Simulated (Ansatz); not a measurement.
# AlBClH₃OS: one species, many methods

One table from this session's results is given with a row withheld; the runs are named, their logs left out.

Method: functionals in def2-TZVPP, the program's frozen cores in correlated methods; program: Ansatz 0.2.0, Gaussian basis.

The runs, in order: LDA (SPW92), PBE-D4, revPBE-D4, BLYP-D4, r2SCAN-D4, B97M-V, PBE0-D4, B3LYP-D4, r2SCANh-D4, r2SCAN0-D4, HSE06-D4, BHLYP-D4, CAM-B3LYP-D4, LC-ωPBE, ωB97X-V, ωB97M-V, B2PLYP, PBE-QIDH; CCSD(T)/def2-SVP; CCSD(T)/def2-TZVPP; MP2/def2-QZVPP; extrapolation to the limit; RPA on PBE.

**Structure used throughout**

All runs share one geometry, relaxed beforehand with PBE0-D4 in a triple-zeta def2 set.

SMILES `SB[O][AlH][Cl]`, 8 atoms, charge 0, spin multiplicity 1.

Atoms are counted from 1 here; the program's logs count them from 0.

Bond lengths: S1–B2 1.812 Å, S1–H6 1.341 Å, B2–O3 1.338 Å, B2–H7 1.198 Å, O3–Al4 1.672 Å, Al4–Cl5 2.084 Å, Al4–H8 1.562 Å. Angles: B2–S1–H6 96.0°, S1–B2–O3 119.0°, S1–B2–H7 119.6°, O3–B2–H7 121.4°, B2–O3–Al4 173.9°, O3–Al4–Cl5 117.9°, O3–Al4–H8 120.3°, Cl5–Al4–H8 121.8°.

The first run:

Contents of in.yaml:

```yaml
crystal:
  periodic: [false, false, false]
  atoms:
    - {symbol: S, position_ang: [-2.301855, 0.440714, 0.214907]}
    - {symbol: B, position_ang: [-0.565582, 0.561951, 0.717554]}
    - {symbol: O, position_ang: [0.346543, -0.186032, 0.086383]}
    - {symbol: Al, position_ang: [1.470292, -1.008707, -0.839649]}
    - {symbol: Cl, position_ang: [2.252041, -0.042398, -2.511977]}
    - {symbol: H, position_ang: [-2.769084, 1.326697, 1.106471]}
    - {symbol: H, position_ang: [-0.258236, 1.301058, 1.609051]}
    - {symbol: H, position_ang: [1.917979, -2.450385, -0.438540]}
basis:
  gaussian: {orbitals: def2-TZVPP}
hamiltonian: {xc: lda}
output: {orbitals: {seedname: orbitals}}
```

Started as:

```
$ ansatz run in.yaml --threads 2 --pin off --events-out ev --progress --plain --max-ram 4352MiB
```

Steps of the session up to this table: LDA; PBE-D4 (GGA); revPBE-D4 (GGA); BLYP-D4 (GGA); r2SCAN-D4 (meta-GGA); B97M-V (meta-GGA); B3LYP-D4 (hybrid); r2SCANh-D4 (hybrid); r2SCAN0-D4 (hybrid); HSE06-D4 (hybrid); BHLYP-D4 (hybrid); CAM-B3LYP-D4 (range-separated); LC-ωPBE (range-separated); ωB97X-V (range-separated); ωB97M-V (range-separated); B2PLYP (double hybrid); PBE-QIDH (double hybrid).

One table of the session follows, with a row left open; its other results are not shown here.

It belongs to the step «Orbital energies across the functionals». 

```
  functional  HOMO (eV)  gap (eV)
 LDA (SPW92)      -6.77      4.69
      PBE-D4      -6.62      4.78
   revPBE-D4      -6.56      4.84
     BLYP-D4      -6.43      4.72
   r2SCAN-D4          ?         ?
      B97M-V      -6.96      5.27
     PBE0-D4      -7.81      6.75
    B3LYP-D4      -7.55      6.28
  r2SCANh-D4      -7.34      6.13
  r2SCAN0-D4      -8.00      7.17
    HSE06-D4      -7.41      5.99
    BHLYP-D4      -8.84      8.56
CAM-B3LYP-D4      -9.11      8.98
     LC-ωPBE     -10.53     11.52
     ωB97X-V     -10.16     11.01
     ωB97M-V      -9.99     10.55
```

Q: Estimate the row for r2SCAN-D4 from the others.

Worked estimate for «HOMO (eV)». Against the share of exact exchange, r2SCANh-D4 (0.1, -7.34), r2SCAN0-D4 (0.25, -8.00) give a slope of -4.40 per unit share; at 0 the line stands at -6.90.

**Answer.** HOMO (eV): -6.90; gap (eV): 5.43. In «HOMO (eV)» the line misses by 0.00.
